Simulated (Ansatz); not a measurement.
Working through a check of forces and pressure against finite differences of BiPt (distorted cell)

With the Python package of Ansatz (0.2.0).

Interactive session:
```pycon
>>> import ansatz as az
>>> import numpy as np
>>> vectors0 = np.array([
...     [4.315, 0.0, 0.0],
...     [-2.1575, 3.7369, 0.0],
...     [0.0, 0.0, 5.49],
... ])
>>> sites = [
...     ("Bi", [0.35223, 0.68582, 0.25111]),
...     ("Bi", [0.64652, 0.29995, 0.73973]),
...     ("Pt", [0.99747, 0.98134, 0.02298]),
...     ("Pt", [0.9761, 0.99019, 0.47349]),
... ]
>>> def make_crystal(cell):
...     crystal = az.Crystal(lattice=az.Lattice.of(cell))
...     for symbol, position in sites:
...         crystal = crystal.atom(symbol, position)
...     return crystal
...
>>> def solve(crystal):
...     return (
...         crystal.calculation()
...         .functional("lda")
...         .occupations("fermi_dirac", width=0.1)
...         .mixing("broyden", ndim=8, beta=0.2)
...         .initial_density(normalization="cell")
...         .basis(540, xc_grid=2)
...         .kpoints(4, 4, 3)
...         .scf(tolerance=1e-09)
...         .forces()
...         .stress()
...         .run(threads=1)
...     ).report
...
>>> centre = solve(make_crystal(vectors0))
DeckWarning: output.stress: scf.convergence.dr2_threshold = 1e-9 eV is looser than the 4e-10 eV advised for a printed stress (1e-10 eV for each atom of the cell: 4). What an SCF threshold leaves in a [...]
>>> start = make_crystal(vectors0)
>>> # central difference: F = -(E(+h) - E(-h)) / 2h
>>> print(f"force on atom 1 along y: analytic {centre['forces_ev_ang'][1][1]:.4f} eV/A")
force on atom 1 along y: analytic 0.4107 eV/A
>>> for h in (0.005, 0.02):
...     shift = np.eye(3)[1] * h @ np.linalg.inv(vectors0)
...     plus, minus = (solve(start.move(1, to=np.array(sites[1][1]) + sign * shift))["lagrangian_ev"] for sign in (1, -1))
...     print(f"  step {h} A: numerical {-(plus - minus) / (2 * h):.4f} eV/A")
...
  step 0.005 A: numerical 0.4107 eV/A
  step 0.02 A: numerical 0.4106 eV/A
>>> # P = -dF/dV; the difference feels the change of the plane-wave count with the cell
>>> volume = abs(np.linalg.det(vectors0))
>>> larger, smaller = (solve(make_crystal(vectors0 * (1 + sign * 0.005) ** (1 / 3)))["lagrangian_ev"] for sign in (1, -1))
>>> numerical = -(larger - smaller) / (0.01 * volume) * 160.21766
>>> print(f"pressure: analytic {np.trace(centre['stress_gpa']) / 3:.3f}, numerical {numerical:.3f} GPa")
pressure: analytic 4.131, numerical 4.134 GPa
```

Notes:
- The settings weren't tested for convergence.
- For a metal this k-point mesh is coarse: on a finer one energies can move by several to tens of meV an atom and pressures by half a GPa or more, differences at one mesh by less.
- Pressure is positive in compression.
- Spin-orbit coupling, which matters for elements this heavy, is left out.
- The cell is a database structure, distorted on purpose.
- Warnings are shown shortened and without file and line.
- The central difference errs as the square of the step, so the shorter step is the fairer test; what remains comes from the finite grid and the SCF threshold.
- Hardware and time: 110 s on 1 thread of Arm Neoverse V2, with other jobs on the host, peak memory 0.44 GiB.
